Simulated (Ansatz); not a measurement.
I need harmonic frequencies at the relaxed geometry of CH3K, SMILES [CH3][K]. Use Ansatz 0.2.0, Python API. Use (for the species named): r2SCAN, def2-TZVP basis, multiplicity 1.

```xyz
5

C    -0.2203    0.0443   -0.1066
K     1.9961   -0.7428    0.8798
H    -1.1222   -0.1293    0.5810
H    -0.3889   -0.4218   -1.0816
H    -0.2147    1.1759   -0.3139
```

Script `run_freq.py`:
```python
from dataclasses import dataclass

import ansatz as az
from ase import Atoms
from ase.thermochemistry import IdealGasThermo
import numpy as np


@dataclass(frozen=True)
class Settings:
    basis: str = "def2-TZVP"
    xc: str = "r2scan"


cfg = Settings()


def main() -> None:
    atoms = Atoms(["C", "K", "H", "H", "H"], positions=[
        (-0.2203, 0.0443, -0.1066),
        (1.9961, -0.7428, 0.8798),
        (-1.1222, -0.1293, 0.581),
        (-0.3889, -0.4218, -1.0816),
        (-0.2147, 1.1759, -0.3139),
    ])
    mol = az.Crystal.molecule_from_ase(atoms)

    base = (
        mol.calculation()
        .basis(gaussian=cfg.basis)
        .functional(cfg.xc)
    )
    symbols = [site.symbol for site in mol.cartesian_sites]
    start = np.array([site.position_ang for site in mol.cartesian_sites], dtype=float)
    def progress(event):
        if event["event"] == "relax_step":
            row = event["data"]
            print(f"step {row['step']:3d}  E = {row['lagrangian_ev']:.6f} eV  max force {row['allowed_force_max_ev_ang']:.4f} eV/A")


    rep = base.relax(force_tolerance=0.003).session().plan().execute(on_event=progress).report
    end = np.array(rep["positions_ang"])

    print("bond        before    after (A)")
    for i, j in [(0, 1), (0, 2), (0, 3), (0, 4)]:
        d0, d1 = (np.linalg.norm(xyz[i] - xyz[j]) for xyz in (start, end))
        print(f"{symbols[i]}{i}-{symbols[j]}{j}".ljust(10), f"{d0:8.4f} {d1:8.4f}")

    minimum = az.Crystal.molecule()
    for symbol, xyz in zip(symbols, end):
        minimum = minimum.atom(symbol, xyz.tolist())
    vibrating = (
        minimum.calculation()
        .basis(gaussian=cfg.basis)
        .functional(cfg.xc)
        .phonons(temperatures=(298.15, 498.15, 100))
    )
    vib = vibrating.run().report["vibrations"]
    sums = vib["harmonic_sums"]
    modes = [m["omega_inv_cm"] for m in sums["modes_at_gamma"] if m["rigid_motion"] == "no"]
    for number, w in enumerate(modes, start=1):
        print(f"mode {number:2d} {w:9.1f} 1/cm {w / 8065.544 * 1000:8.2f} meV")
    print("imaginary modes:", sum(w < 0 for w in modes), " zero-point energy:", round(sums["zero_point_energy_ev"], 4), "eV")
    gas = IdealGasThermo(vib_energies=[w / 8065.544 for w in modes if w > 0], geometry="linear" if len(modes) == 3 * len(symbols) - 5 else "nonlinear",
                         atoms=Atoms(symbols, positions=end), symmetrynumber=1, spin=0.0)
    print(f"H(298 K) - E = {gas.get_enthalpy(298.15, verbose=False):.4f} eV")
    print(f"S(298 K, 1 bar) = {96485.33 * gas.get_entropy(298.15, 1e5, verbose=False):.1f} J/(mol K) with symmetry number 1")


if __name__ == "__main__":
    main()
```

```console
$ python run_freq.py
step   1  E = -17408.037216 eV  max force 1.4838 eV/A
step   2  E = -17408.129298 eV  max force 0.4403 eV/A
step   3  E = -17408.153614 eV  max force 0.1110 eV/A
step   4  E = -17408.155410 eV  max force 0.0324 eV/A
step   5  E = -17408.155490 eV  max force 0.0046 eV/A
step   6  E = -17408.155492 eV  max force 0.0001 eV/A
bond        before    after (A)
C0-K1        2.5505   2.6857
C0-H2        1.1473   1.0991
C0-H3        1.0938   1.0991
C0-H4        1.1504   1.0991
mode  1     286.8 1/cm    35.56 meV
mode  2     286.9 1/cm    35.57 meV
mode  3     298.3 1/cm    36.98 meV
mode  4     975.9 1/cm   121.00 meV
mode  5    1435.5 1/cm   177.98 meV
mode  6    1435.5 1/cm   177.98 meV
mode  7    2956.4 1/cm   366.54 meV
mode  8    3037.9 1/cm   376.65 meV
mode  9    3037.9 1/cm   376.65 meV
imaginary modes: 0  zero-point energy: 0.8525 eV
H(298 K) - E = 0.9919 eV
S(298 K, 1 bar) = 267.9 J/(mol K) with symmetry number 1
```

Total energies depend on the basis set; only differences at equal settings carry meaning. The frequencies are harmonic and unscaled, in a modest basis. The result belongs to the one conformer reached from this start, and soft torsions count as harmonic oscillators. The entropy takes a symmetry number of 1; a symmetric molecule's is lower by R ln(sigma). Timing: 81 s on 1 thread of Arm Neoverse V2, with other jobs on the host, peak memory 0.27 GiB.

(Lines on the test bed's own set-up are left out of the output.)
